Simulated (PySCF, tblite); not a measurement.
# C₆H₁₁BCl₂Si: geometry, infrared bands and NMR shifts

Wanted: the infrared bands and NMR shifts of C₆H₁₁BCl₂Si (`CB([SiH2]C(Cl)Cl)[C@@H]1[C@@H]2C[C@@H]21`), by calculation.

Computed with tblite 0.8.0 and PySCF 2.14.0, with density-fitted response routines of our own, on a single molecule in the gas phase. Atoms are numbered from 0 throughout.

## (1) Starting geometry

21 atoms, charge 0, multiplicity 1; geometry from: force field or distance geometry start.

Bonds of the start (Å): C0–B1 1.59, B1–Si2 1.94, Si2–C3 1.85, C3–Cl4 1.78, C3–Cl5 1.79, B1–C6 1.57, C6–C7 1.54, C7–C8 1.54, C8–C9 1.53, C9–C6 1.56, C9–C7 1.41, C0–H10 1.12, C0–H11 1.12, C0–H12 1.08, Si2–H13 1.48, Si2–H14 1.46, C3–H15 1.14, C6–H16 1.09, C7–H17 1.03, C8–H18 1.11, C8–H19 1.09, C9–H20 1.03.

## (2) Optimising the geometry with GFN2-xTB

What the job is given:

```
{"job": {"kind": "relax", "xc": "GFN2-xTB", "basis": "xTB"}, "charge": 0, "multiplicity": 1}
C     -0.634500    -1.606800    -1.403300
B      0.151200    -0.374800    -0.773900
Si     1.782600    -0.807300     0.179800
C      2.686200     0.663600     0.844600
Cl     1.652000     2.106900     0.797000
Cl     4.084600     1.099700    -0.189500
C     -0.617400     0.996600    -0.694500
C     -1.301600     1.427500     0.621700
C     -1.829600     0.057700     1.092500
C     -2.090500     0.683100    -0.284800
H     -1.387900    -2.044900    -0.702500
H     -1.245600    -1.300100    -2.286600
H      0.082900    -2.387000    -1.591600
H      1.406900    -1.663600     1.330900
H      2.711000    -1.584500    -0.634600
H      3.027500     0.474200     1.911100
H     -0.430100     1.779800    -1.430700
H     -1.322900     2.337100     1.097600
H     -2.749800     0.048800     1.707600
H     -1.029000    -0.670200     1.253300
H     -2.954700     0.781200    -0.844400
```

On the command line:

```console
$ OMP_NUM_THREADS=1 python probes_run.py task.json out
```

One launch serves the whole session: the jobs run in the order shown.

**Question.** This job is followed by: GFN2-xTB harmonic vibrations, gas phase; GIAO PBE0/pcSseg-1 NMR shielding, non-relativistic, gas phase. What will the session give for the following? strongest single infrared mode (GFN2-xTB); zero-point energy (GFN2-xTB); 13C shifts against TMS (PBE0/pcSseg-1, means over atoms taken as alike); 1H shifts against TMS (PBE0/pcSseg-1, means over atoms taken as alike); 11B shifts against BF3·OEt2 (PBE0/pcSseg-1); 29Si shifts against TMS (PBE0/pcSseg-1); 35Cl shifts against HCl (PBE0/pcSseg-1, means over atoms taken as alike).

**Answer**, as computed:

| quantity | value |
| --- | --- |
| strongest single infrared mode (GFN2-xTB) | 2177 cm⁻¹, 396 km/mol |
| zero-point energy (GFN2-xTB) | 94.3 kcal/mol |
| 13C shifts against TMS (PBE0/pcSseg-1, means over atoms taken as alike) | 72.6, 51.3, 34.0, 28.2, 13.6 ppm |
| 1H shifts against TMS (PBE0/pcSseg-1, means over atoms taken as alike) | 5.91, 4.30, 2.62, 1.83, 1.76, 1.30, 0.56 ppm |
| 11B shifts against BF3·OEt2 (PBE0/pcSseg-1) | 113.4 ppm |
| 29Si shifts against TMS (PBE0/pcSseg-1) | -63.0 ppm |
| 35Cl shifts against HCl (PBE0/pcSseg-1, means over atoms taken as alike) | 233 ppm |

**Reading.** The optimisation took 229 steps and gained 1.156 eV; among the close pairs (by a distance rule), Si2–C3 changed most, from 1.850 to 1.948 Å. The lowest mode is slightly imaginary (8i cm⁻¹), a soft motion within the noise of the Hessian, so the minimum is not strictly shown. The strongest single mode, at 2177 cm⁻¹, moves mainly H14. GFN2-xTB is a fitted tight-binding method: band positions and strengths are rough. Its intensities can rank the bands wrongly. C3 stands next to heavy halogen, whose spin-orbit shielding this run leaves out, so the computed shift lies too far downfield, most of all for carbon beside Br or I. The most deshielded hydrogen is H15 (hydrogen on an sp3 CH bonded to 2 Cl and Si), at 5.91 ppm: its carbon carries Cl, an electronegative neighbour. At PBE0/pcSseg-1: Shielding is most anisotropic at Cl4, Cl5 (span 566 ppm, paramagnetic term -430 ppm).
